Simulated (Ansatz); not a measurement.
# CdH6O2Si2: one species, many methods

One table from this session's results is given with a row withheld; the runs are named, their logs left out.

Program: Ansatz 0.2.0, Gaussian basis. Level of theory: functionals in def2-TZVPP, the program's frozen cores in correlated methods. These are calculated values, not measurements.

Plan: LDA (SPW92), PBE-D4, revPBE-D4, BLYP-D4, r2SCAN-D4, B97M-V, PBE0-D4, B3LYP-D4, r2SCANh-D4, r2SCAN0-D4, HSE06-D4, BHLYP-D4, CAM-B3LYP-D4, LC-ωPBE, ωB97X-V, ωB97M-V, B2PLYP, PBE-QIDH; CCSD(T)/def2-SVP; CCSD(T)/def2-TZVPP; MP2/def2-QZVPP; extrapolation to the limit; RPA on PBE.

## The geometry

All runs share one geometry, relaxed beforehand with PBE0-D4 in a triple-zeta def2 set. Cd takes the def2 core potential; no spin-orbit term is included.

11 atoms, charge 0, spin multiplicity 1.

Atoms are counted from 1 here; the program's logs count them from 0.

Bond lengths: Si1–O2 1.627 Å, Si1–H6 1.493 Å, Si1–H7 1.493 Å, Si1–H8 1.487 Å, O2–Cd3 1.946 Å, Cd3–O4 1.946 Å, O4–Si5 1.627 Å, Si5–H9 1.493 Å, Si5–H10 1.493 Å, Si5–H11 1.487 Å. Angles: O2–Si1–H6 111.8°, O2–Si1–H7 111.9°, O2–Si1–H8 108.9°, H6–Si1–H7 106.9°, H6–Si1–H8 108.6°, H7–Si1–H8 108.6°, Si1–O2–Cd3 134.5°, O2–Cd3–O4 174.4°, Cd3–O4–Si5 134.5°, O4–Si5–H9 111.8°, O4–Si5–H10 111.9°, O4–Si5–H11 108.9°, H9–Si5–H10 107.0°, H9–Si5–H11 108.5°, H10–Si5–H11 108.6°.

Set-up of the first run:

in.yaml reads:

```yaml
crystal:
  periodic: [false, false, false]
  atoms:
    - {symbol: Si, position_ang: [-1.243300, 2.707494, -1.042325]}
    - {symbol: O, position_ang: [-0.487161, 1.379180, -1.599804]}
    - {symbol: Cd, position_ang: [0.071780, -0.306982, -0.805011]}
    - {symbol: O, position_ang: [0.646380, -2.061065, -0.188228]}
    - {symbol: Si, position_ang: [1.227839, -2.641094, 1.216255]}
    - {symbol: H, position_ang: [-0.490317, 3.346565, 0.077784]}
    - {symbol: H, position_ang: [-2.608823, 2.394236, -0.525663]}
    - {symbol: H, position_ang: [-1.368842, 3.691298, -2.150055]}
    - {symbol: H, position_ang: [0.278555, -2.414414, 2.346567]}
    - {symbol: H, position_ang: [2.518133, -1.991562, 1.594289]}
    - {symbol: H, position_ang: [1.455747, -4.103667, 1.076200]}
basis:
  gaussian: {orbitals: def2-TZVPP}
hamiltonian: {xc: lda}
output: {orbitals: {seedname: orbitals}}
```

The run is started by

```console
$ ansatz run in.yaml --threads 2 --pin off --events-out ev --progress --plain --max-ram 22528MiB --backend cuda --devices 0, --max-vram 18GiB
```

Steps of the session up to this table: LDA; PBE-D4 (GGA); revPBE-D4 (GGA); BLYP-D4 (GGA); r2SCAN-D4 (meta-GGA); B97M-V (meta-GGA); B3LYP-D4 (hybrid); r2SCANh-D4 (hybrid); r2SCAN0-D4 (hybrid); HSE06-D4 (hybrid); BHLYP-D4 (hybrid); CAM-B3LYP-D4 (range-separated); LC-ωPBE (range-separated); ωB97X-V (range-separated); ωB97M-V (range-separated); B2PLYP (double hybrid); PBE-QIDH (double hybrid).

One table of the session follows, with a row left open; its other results are not shown here.

It belongs to the step «Frontier levels by functional». 

```
  functional  HOMO (eV)  LUMO (eV)  gap (eV)
 LDA (SPW92)      -6.94      -3.24      3.70
      PBE-D4      -6.79      -2.95      3.84
   revPBE-D4      -6.73      -2.82      3.91
     BLYP-D4      -6.71      -2.90      3.81
   r2SCAN-D4      -7.11      -2.71      4.40
      B97M-V      -7.23      -2.93      4.30
     PBE0-D4      -8.22      -2.02      6.19
    B3LYP-D4      -8.01      -2.34      5.68
  r2SCANh-D4      -7.64      -2.37      5.27
  r2SCAN0-D4      -8.45      -1.89      6.56
    HSE06-D4          ?          ?         ?
    BHLYP-D4      -9.60      -1.20      8.40
CAM-B3LYP-D4      -9.65      -1.09      8.55
     LC-ωPBE     -10.96       0.22     11.18
     ωB97X-V     -10.64      -0.01     10.63
     ωB97M-V     -10.54      -0.27     10.26
```

Q: Estimate the row for HSE06-D4 from the others.

**Answer.** HOMO (eV): -7.81; LUMO (eV): -2.40; gap (eV): 5.42. In the column «HOMO (eV)» it lies between B3LYP-D4 (-8.01) and r2SCANh-D4 (-7.64).
